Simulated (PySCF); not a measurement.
# C₂H₇BO₂: geometry, NMR shifts, spin-spin couplings, electronic excitations and core binding energies

Wanted: the NMR shifts, spin-spin couplings, electronic excitations and core binding energies of C₂H₇BO₂ (`COBOC`), by calculation.

The runs use PySCF 2.14.0, with density-fitted response routines of our own; the level of theory stands in each step. All values are computed, except where a source is named. Atoms count from 0, in the outputs and in this text.

## 1. Starting geometry

12 atoms, charge 0, multiplicity 1; geometry from: GFN2-xTB. The atoms were then displaced at random by about 0.03 Å, so the start is not that level's minimum.

Bonds of the start (Å): C0–O1 1.49, O1–B2 1.38, B2–O3 1.20, O3–C4 1.51, C0–H5 1.15, C0–H6 1.07, C0–H7 1.03, B2–H8 1.14, C4–H9 1.14, C4–H10 1.05, C4–H11 1.06.

## 2. Relaxing the molecule at PBE0-D3(BJ)/def2-SVP

The job: settings as JSON, then the geometry in Å.

```
{"job": {"xc": "PBE0", "basis": "def2-SVP", "d3": "d3bj", "grid": 1, "shake": 0.03, "kind": "geom"}, "charge": 0, "multiplicity": 1}
C      2.405870     0.452290     0.325440
O      0.959030     0.761510     0.489120
B     -0.052880    -0.037510    -0.002190
O     -1.155970     0.360780     0.267900
C     -2.391550    -0.390960    -0.165930
H      2.768940     1.375240    -0.253280
H      2.854890     0.463250     1.293010
H      2.569300    -0.386040    -0.248270
H      0.248580    -1.008710    -0.526560
H     -2.946210    -0.705100     0.778880
H     -2.137060    -1.255660    -0.704270
H     -3.005080     0.286780    -0.710790
```

Launch:

```bash
OMP_NUM_THREADS=1 python probes_run.py task.json out
```

The driver reads the jobs from task.json and runs them one after another.

**Question.** This job is followed by: GIAO PBE0/pcSseg-1 NMR shielding, non-relativistic, gas phase; B3LYP/pcJ-1 indirect spin-spin coupling, non-relativistic, gas phase; TDDFT B3LYP/def2-SVPD, vertical, gas phase, core orbitals frozen in the response; GIAO KT3/pcSseg-2 NMR shielding, non-relativistic, gas phase; delta-SCF UKS SCAN, pcX-2 on the ionised atom, pcseg-1 elsewhere, spin-free X2C. Predict these results of the whole session: rotational constants (main isotopes); 13C shifts against TMS (PBE0/pcSseg-1, means over atoms taken as alike); 1H shifts against TMS (PBE0/pcSseg-1, means over atoms taken as alike); 17O shifts against H2O (PBE0/pcSseg-1, means over atoms taken as alike); 11B shifts against BF3·OEt2 (PBE0/pcSseg-1); surface potential, 1st and 99th percentile; largest coupling of the table (B3LYP/pcJ-1); lowest singlet (B3LYP/def2-SVPD); brightest single state of those computed; lowest triplet; vertical ionisation energy (ΔSCF); C1s binding energies, SCAN/pcX-2; O1s binding energies, SCAN/pcX-2; B1s binding energies, SCAN/pcX-2; range of the shift of B2.

**Answer**, as computed:

| quantity | value |
| --- | --- |
| rotational constants (main isotopes) | 30.82, 2.18, 2.09 GHz |
| 13C shifts against TMS (PBE0/pcSseg-1, means over atoms taken as alike) | 56.1 ppm |
| 1H shifts against TMS (PBE0/pcSseg-1, means over atoms taken as alike) | 4.11, 3.70 ppm |
| 17O shifts against H2O (PBE0/pcSseg-1, means over atoms taken as alike) | 120.2 ppm |
| 11B shifts against BF3·OEt2 (PBE0/pcSseg-1) | 27.4 ppm |
| surface potential, 1st and 99th percentile | -1.69 V and 0.76 V |
| largest coupling of the table (B3LYP/pcJ-1) | 1J(B,H) B2–H8, 162.0 Hz |
| lowest singlet (B3LYP/def2-SVPD) | 7.49 eV (166 nm), f = 0.000 |
| brightest single state of those computed | state 3, 7.59 eV, f = 0.186 |
| lowest triplet | 6.59 eV |
| vertical ionisation energy (ΔSCF) | 10.22 eV |
| C1s binding energies, SCAN/pcX-2 | C0 292.50 eV |
| O1s binding energies, SCAN/pcX-2 | O1 538.53 eV |
| B1s binding energies, SCAN/pcX-2 | B2 196.99 eV |
| range of the shift of B2 | 24.0 to 27.4 ppm |

In words: The start was shaken at random, so part of the energy gained undoes that. Over 6 steps the energy fell by 1.372 eV; of the close pairs, B2–O3 changed most, 1.203 to 1.350 Å. No frequency check was run at this level, so the end point may be a saddle. At PBE0/pcSseg-1: Shielding is most anisotropic at O1, O3 (span 313 ppm, paramagnetic term -182 ppm). Of the pairs tabulated at B3LYP/pcJ-1, B2–H8 couples most strongly (162.0 Hz; Fermi contact 161.7 Hz). Couplings across rotatable bonds belong to this one conformer; where others are populated, the observed values are averages. The first singlet state (HOMO→LUMO+1 0.97) lies at 7.49 eV and is dark; of the 10 states computed, the strongest absorption comes from state 3 at 7.59 eV. The lowest triplet lies 0.90 eV below the lowest singlet (triplets in Tamm-Dancoff, singlets in full TDDFT). The orbital energy would give 7.95 eV for ionisation, ΔSCF gives 10.22 eV. In ppm, B2 moves most: its shift spreads over 3.4 ppm, from 24.0 (KT3/pcSseg-2) to 27.4 (PBE0/pcSseg-1). Part of that comes from the computed reference.
